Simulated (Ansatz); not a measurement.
# CsSnI3: the band gap up the ladder of functionals

An exercise on one series of results from a longer session: the logs are not shown, and one member is left open.

Code: Ansatz 0.2.0. PAW datasets, plane waves. Values at 0 K without nuclear motion; spin polarisation is off, and the phase may be a hypothetical one.

1 further run of the same task is left out (for a known fault of the program).

### The structure to begin with

The cell was relaxed beforehand with r2SCAN.

It is cubic, Pm-3m (No. 221); a = 6.241 Å in the conventional setting, 48.63 Å³ an atom. Near Cs stand 12 I at 4.41 Å; near Sn stand 6 I at 3.12 Å; near I stand 2 Sn at 3.12 Å and 4 Cs at 4.41 Å.

Coordinates:

```
CELL_PARAMETERS angstrom
6.24149 0.00000 0.00000
0.00000 6.24149 0.00000
0.00000 0.00000 6.24149
ATOMIC_POSITIONS crystal
Cs 0.00000 0.00000 0.00000
Sn 0.50000 0.50000 0.50000
I 0.50000 0.50000 0.00000
I 0.50000 0.00000 0.50000
I 0.00000 0.50000 0.50000
```

Set-up of the first run:

The input, input.yaml:

```yaml
crystal:
  lattice:
    - [6.2414907695, 0.0, 0.0]
    - [0.0, 6.2414907695, 0.0]
    - [0.0, 0.0, 6.2414907695]
  atoms:
    - { symbol: Cs, position: [0.0, 0.0, 0.0] }
    - { symbol: Sn, position: [0.5, 0.5, 0.5] }
    - { symbol: I, position: [0.5, 0.5, 0.0] }
    - { symbol: I, position: [0.5, 0.0, 0.5] }
    - { symbol: I, position: [0.0, 0.5, 0.5] }
kpoints:
  mp_grid: { grid: [4, 4, 4] }
  band_path:
    path:
      - [[0.0, 0.0, 0.0], [1.305851985944e-51, 0.5, 1.028563001751e-35], [0.5, 0.5, 1.95823120219e-52], [0.0, 0.0, 0.0], [0.5, 0.5, 0.5], [1.305851985944e-51, 0.5, 1.028563001751e-35]]
      - [[0.5, 0.5, 0.5], [0.5, 0.5, 1.95823120219e-52]]
    npoints: 10
hamiltonian:
  xc: pbe
scf:
  occupations: { method: fermi_dirac, width: 0.02 }
  n_extra_bands: 5
output:
  forces: true
  stress: true
  eigenvalues: true
```

Command:

```console
$ ansatz run input.yaml --threads 4 --pin off --max-ram 7372MiB --backend cpu --events-out ev --progress --plain --runs-dir out
```

Among the steps run: Band structure with PBE; r2SCAN at the same geometry; HSE06 at the same geometry; Single point with PBE+SOC; PBE0 at the same geometry; LDA; DDH-PBE0.

One table of the session follows, with a row left open; its other results are not shown here.

```
   level  gap (eV)
     PBE      0.38
  r2SCAN         ?
   HSE06      0.85
 PBE+SOC      0.01
    PBE0      1.53
     LDA      0.36
DDH-PBE0      0.86
```

**Question.** Estimate the row for r2SCAN.

As computed: gap (eV): 0.50. In the column «gap (eV)» it lies between PBE (0.38) and HSE06 (0.85).

Meshes: PBE 4×4×4, r2SCAN 4×4×4, HSE06 2×2×2, PBE+SOC 4×4×4, PBE0 2×2×2, LDA 4×4×4, DDH-PBE0 2×2×2

PBE reaches 45 % of the HSE06 value, and r2SCAN 59 %. PBE0 lies 0.68 eV above HSE06, which differs from it by screening the long-range exchange.

Limits of these values: Warnings in the runs' records: stress exchange threshold loose, stress scf threshold loose.
